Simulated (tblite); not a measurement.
# C14H11N3S: the cost of one run

Computed with tblite 0.8.0 and PySCF 2.14.0 and routines of our own; the level stands in each step. Atoms count from 0.

## 1. The system as given

29 atoms, charge 0, multiplicity 1; geometry from: force field or distance geometry start.

## 2. Optimising the geometry with GFN2-xTB

What the job is given:

```
{"job": {"kind": "relax", "xc": "GFN2-xTB", "basis": "xTB"}, "charge": 0, "multiplicity": 1}
C     -3.303300    -2.578300     0.279600
S     -2.673100    -2.093100    -1.350100
C     -1.326500    -1.150400    -0.847800
C     -0.070200    -1.563500    -0.801000
C      0.810000    -0.500000    -0.305900
C      2.260400    -0.691100    -0.128300
N      3.074800     0.372100    -0.206500
C      4.374700     0.098700    -0.061700
N      4.902100    -1.112300     0.136300
C      3.994300    -2.088500     0.190900
N      2.678800    -1.950500     0.058000
C      0.050500     0.606600    -0.069000
C      0.509400     1.842000     0.548900
C     -0.172500     2.973000     0.716900
C     -1.534600     3.291100     0.340400
C     -2.478200     2.471400    -0.139100
C     -2.400000     1.064000    -0.452100
C     -1.330400     0.246300    -0.441500
H     -3.619100    -1.691400     0.857000
H     -2.551600    -3.126100     0.853000
H     -4.187400    -3.214200     0.149200
H      0.284300    -2.558400    -1.038300
H      5.063100     0.938100    -0.111500
H      4.367400    -3.099700     0.343900
H      1.533000     1.846900     0.925400
H      0.331500     3.795700     1.217900
H     -1.802600     4.331000     0.489900
H     -3.447800     2.915500    -0.364500
H     -3.356700     0.652900    -0.778900
```

Started as:

```bash
OMP_NUM_THREADS=1 python excited_run.py task.json out
```

The driver reads the jobs from task.json and runs them one after another.

Q: Estimate the wall time and peak memory of this first job on 1 thread of Intel Xeon Platinum 8488C, shared host.

About 5 s, with a peak of 0.18 GiB.
